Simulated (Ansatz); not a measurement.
**CHGeO (doublet): the correlation ladder at a displaced geometry (v2), cc-pVDZ**

The task here is to estimate one member of a computed series from the others.

The runs use Ansatz 0.2.0, Gaussian basis; cc-pVDZ, core rule «outside noble gas», up to 16 orbitals frozen.

Plan: UHF; CCSD(T) on ROHF; CCSD(T) on UHF; BCCD(T) on ROHF; CISD; CCSDT(Q) on ROHF; CCSDT(Q) on UHF; CASSCF and MRCISD+Q, 9 electrons in 9 orbitals; CASSCF and NEVPT2, 9 electrons in 9 orbitals.

22 further runs of the same task are left out: 8 that didn't finish, 14 set aside as unsound or not needed.

**The geometry**

The geometry is a PBE0/def2-TZVP stationary point (not a proven minimum) with its atoms shifted at random (size 0.100 Å). No spin-orbit coupling is included. The filled d shell of Ge may be among the frozen orbitals whatever the setting's name suggests; the logs give the count.

4 atoms, charge 0, spin multiplicity 2.

Atoms are counted from 1 here; the program's logs count them from 0.

Bond lengths: C1–O2 1.127 Å, Ge3–H4 1.551 Å.

As a file:

```xyz
4

C     0.0891    0.0043    2.9088
O    -0.0758    0.0597    1.7954
Ge    0.0008   -0.0346   -0.8680
H     0.0839    1.4917   -0.6067
```

Set-up of the first run:

Input file in.yaml:

```yaml
crystal:
  periodic: [false, false, false]
  atoms:
    - {symbol: C, position_ang: [0.089062, 0.004300, 2.908810]}
    - {symbol: O, position_ang: [-0.075813, 0.059732, 1.795401]}
    - {symbol: Ge, position_ang: [0.000808, -0.034565, -0.867989]}
    - {symbol: H, position_ang: [0.083916, 1.491663, -0.606652]}
basis:
  gaussian: {orbitals: cc-pVDZ}
magnetization: {spin_polarized: true, initial_magnetization: 1}
hamiltonian: {xc: hf}
output: {orbitals: {seedname: orbitals}}
```

On the command line:

```sh
> ansatz run in.yaml --threads 1 --pin off --events-out ev --progress --plain --max-ram 2393MiB
```

Among the steps run: UHF; CCSD(T) on ROHF; CCSD(T) on UHF; BCCD(T) on ROHF; CISD; CCSDT(Q) on ROHF; CCSDT(Q) on UHF; CASSCF and MRCISD+Q, 9 electrons in 9 orbitals; CASSCF and NEVPT2, 9 electrons in 9 orbitals.

One table of the session follows, with a row left open; its other results are not shown here.

| method | from UCCSDT(Q) (kcal/mol) |
| --- | --- |
| ROHF | +248.27 |
| UHF | +246.03 |
| RMP2 | +26.83 |
| UMP2 | +26.94 |
| CISD | +34.58 |
| RCCSD | ? |
| UCCSD | +9.06 |
| RCCSD(T) | +1.32 |
| UCCSD(T) | +1.25 |
| BCCD(T) | +1.25 |
| RCCSDT | +0.79 |
| UCCSDT | +0.72 |
| RCCSDT(Q) | +0.17 |
| UCCSDT(Q) | 0 |
| CASSCF frontier | +164.06 |
| MRCISD frontier | +15.71 |
| MRCISD+Q frontier | +1.11 |

Estimate the missing values for RCCSD.

The run gave: from UCCSDT(Q) (kcal/mol): +9.18. In the column «from UCCSDT(Q) (kcal/mol)» it lies between UCCSD (+9.06) and MRCISD frontier (+15.71).

Among the levels timed on like hardware and quicker than the yardstick, those that no quicker one beats, quickest first: RCCSD(T) (6.5 s, +1.32 kcal/mol); BCCD(T) (7 s, +1.25 kcal/mol); UCCSD(T) (11 s, +1.25 kcal/mol); MRCISD+Q frontier (28 s, +1.11 kcal/mol).

Not comparable, so not listed: CASSCF and NEVPT2, 9 electrons in 9 orbitals (they don't share determinant, frozen orbitals or solution with the rows shown, or repeat one).

To keep in mind: Restricted and unrestricted rows rest on different reference determinants; where their highest levels disagree by more than a few hundredths of an eV, they describe different states and don't form one ladder. Warnings in the runs' records: passed over end.
